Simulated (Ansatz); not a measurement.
Working through a cohesive energy from free atoms of Na3Ca and its free atoms

With Ansatz 0.2.0 through its Python package.

Notebook, run cell by cell (the value of a cell's last expression is shown):

```python
from collections import Counter
import warnings

import ansatz as az
```

```python
XC = "pbesol"
CUTOFF_EV = 460
K_SPACING = 0.15
SMEARING = "cold"
SMEARING_WIDTH = 0.02


def counts(outcome):
    return Counter(site.symbol for site in outcome.lattice.sites)
```

```python
UNPAIRED = {"Na": 1, "Ca": 0}  # unpaired electrons of the free atoms
```

```python
def solve(name, crystal):
    calc = crystal.calculation()
    calc = calc.functional(XC)
    calc = calc.basis(CUTOFF_EV)
    calc = calc.kpoints(spacing=K_SPACING).occupations(SMEARING, width=SMEARING_WIDTH)
    if name.endswith(" atom"):
        calc = calc.kpoints(1, 1, 1).occupations("fermi_dirac", width=0.01)
        if UNPAIRED[name.split()[0]]:
            calc = calc.spin("collinear")
        return calc.run(threads=1)
    calc = calc.relax(force_tolerance=0.02, max_steps=60, cell=True)
    return calc.run(threads=1)
```

```python
warnings.simplefilter("ignore", az.DeckWarning)
```

```python
phases = {}
na3ca = (
    az.Lattice.cubic(5.354626)
    .space_group(221)
    .atom("Na", (0.0, 0.5, 0.5))
    .atom("Ca", (0.0, 0.0, 0.0))
)
phases["Na3Ca"] = na3ca
# free atoms: a low-symmetry box, moments by the rule of Hund
for element, moment in UNPAIRED.items():
    phases[f"{element} atom"] = az.Lattice.orthorhombic(10.0, 10.5, 11.0).atom(element, (0.5, 0.5, 0.5), moment=moment or None)

done = {name: solve(name, crystal) for name, crystal in phases.items()}
```

```python
print({element: round(done[f"{element} atom"].report["magnetization_mub"], 2) for element in UNPAIRED}, "muB on the free atoms")
solid = done["Na3Ca"]
n = counts(solid)
binding = (sum(k * done[f"{e} atom"].report["energy_sigma0_ev"] for e, k in n.items()) - solid.report["energy_sigma0_ev"]) / sum(n.values())
print(f"cohesive energy {binding:.3f} eV/atom = {96.4853 * binding:.0f} kJ/mol of atoms (no zero-point energy)")
```

    {'Na': 1.0, 'Ca': 0.0} muB on the free atoms
    cohesive energy 1.297 eV/atom = 125 kJ/mol of atoms (no zero-point energy)

Notes:
- Other magnetic orders than the one started from may lie lower.
- For the metals among these phases the mesh is modest: differences between phases can be off by up to 40 meV an atom.
- The cells come from databases of deposited and of computed structures, and not all need be stable phases.
- Free atoms in a box carry small image and symmetry errors, and spin-orbit coupling is left out.
- Timing: 73 s on 1 thread of Arm Neoverse V1 (shared host), peak memory 0.92 GiB.
